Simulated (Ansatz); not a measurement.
# Yb3Rh: a trial structure relaxed

The task: take a trial cell of Yb3Rh to zero force and stress.

Computed with Ansatz 0.2.0 (DFT PBE, scalar-relativistic, plane waves, PAW, unless a step's input says otherwise).

2 further runs of the same task are left out: 1 that didn't finish, 1 set aside as unsound or not needed.

## (1) The structure to begin with

The structure is cubic, space group Pm-3m (No. 221). Conventional cell: a = 4.134 Å, b = 4.134 Å, c = 4.134 Å, α = 90.00°, β = 90.00°, γ = 90.00°. Around Yb (site symmetry 4/mmm) lie 8 Yb at 2.92 Å and 4 Rh at 2.92 Å. Rh (site symmetry m-3m) has 12 Yb at 2.92 Å as nearest neighbours.

Coordinates:

```
CELL_PARAMETERS angstrom
4.13361 0.00000 0.00000
0.00000 4.13361 0.00000
0.00000 0.00000 4.13361
ATOMIC_POSITIONS crystal
Yb 0.00000 0.50000 0.50000
Yb 0.50000 0.00000 0.50000
Yb 0.50000 0.50000 0.00000
Rh 0.00000 0.00000 0.00000
```

Recipe of the guess: species swapped into a database cell of SmTl3 (Pm-3m, No. 221), with Rh on the Sm sites and Yb on the Tl sites. Lengths come from tabulated atomic sizes and are only a guess.

## (2) Probe: one point on a coarse mesh

input.yaml

```yaml
crystal:
  lattice:
    - [4.13361496, 0.0, 0.0]
    - [0.0, 4.13361496, 0.0]
    - [0.0, 0.0, 4.13361496]
  atoms:
    - { symbol: Yb, position: [0.0, 0.5, 0.5] }
    - { symbol: Yb, position: [0.5, 0.0, 0.5] }
    - { symbol: Yb, position: [0.5, 0.5, 0.0] }
    - { symbol: Rh, position: [0.0, 0.0, 0.0] }
basis:
  ecutwfc: 420
kpoints:
  mp_grid: { grid: [4, 4, 4] }
hamiltonian:
  xc: pbe
scf:
  occupations: { method: gaussian, width: 0.1 }
  lower_state_search: "off"
output:
  forces: true
  stress: true
  eigenvalues: true
```

Run with:

```
> ansatz run input.yaml --threads 1 --pin off --max-ram 2048MiB --backend cpu --events-out ev --progress --plain --runs-dir out
```

The session goes on with these runs: coarse relaxation; final relaxation.

Q: Predict the outcome of this session. Wanted: conventional cell; volume; energy over the elements; gap on the mesh.

As calculated:

```
                              quantity                                                                      value
symmetry at the end (tolerance 0.05 Å)                                                space group Pm-3m (No. 221)
                     conventional cell  a = 4.622 Å, b = 4.622 Å, c = 4.622 Å, α = 90.00°, β = 90.00°, γ = 90.00°
                                volume                                                              24.68 Å³/atom
              energy over the elements                                                              -0.13 eV/atom
                       gap on the mesh                                                               none (metal)
```

What this shows: The space group Pm-3m (No. 221) is kept, and the volume per atom grows by 39.8 % from the first guess. It lies below the elements, which doesn't yet make it stable: competing phases were not computed in this session. No finished test with a distortion of lower symmetry is shown, so the end may be a saddle point. The runs treat Yb without spin-orbit coupling. Where the f shell of Ce or Yb is open, it has no Hubbard U here, which places its levels poorly.
